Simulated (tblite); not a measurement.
# C2H8O5Si2: the cost of one run

The runs use tblite 0.8.0 and PySCF 2.14.0, with density-fitted response routines of our own; the level of theory stands in each step. All values are computed, except where a source is named. Atoms count from 0, in the outputs and in this text.

## (1) The starting structure

17 atoms, charge 0, multiplicity 1; geometry from: force field or distance geometry start.

Bonds of the start (Å): C0–C1 1.49, C1–O2 1.22, C1–O3 1.35, O3–Si4 1.65, Si4–O5 1.64, O5–Si6 1.65, Si6–O7 1.66, Si6–O8 1.64, C0–H9 1.10, C0–H10 1.09, C0–H11 1.10, Si4–H12 1.48, Si4–H13 1.48, Si6–H14 1.47, O7–H15 0.97, O8–H16 0.98.

## (2) Optimising the geometry with GFN2-xTB

Job settings and geometry (Å):

```
{"job": {"kind": "relax", "xc": "GFN2-xTB", "basis": "xTB"}, "charge": 0, "multiplicity": 1}
C     -2.070800     1.865200     1.350400
C     -1.260700     1.027000     0.416200
O     -0.403700     1.471100    -0.337000
O     -1.579600    -0.274900     0.573800
Si    -0.893600    -1.506100    -0.288200
O      0.741800    -1.538300    -0.119700
Si     2.077700    -0.936200    -0.880600
O      3.434600    -1.703800    -0.323500
O      2.244900     0.660400    -0.522500
H     -1.863200     1.603400     2.393200
H     -1.833100     2.920200     1.196000
H     -3.145400     1.725200     1.137000
H     -1.261800    -1.355900    -1.714200
H     -1.449700    -2.790200     0.179900
H      1.955400    -1.112000    -2.333600
H      3.890800    -1.219700     0.380100
H      1.409100     1.176600    -0.580400
```

The run is started by

```
OMP_NUM_THREADS=1 python probes_run.py task.json out
```

The driver reads the jobs from task.json and runs them one after another.

Q: Estimate the wall time of this first job on 1 thread of Arm Neoverse N1, shared host.

About 1.2 s.
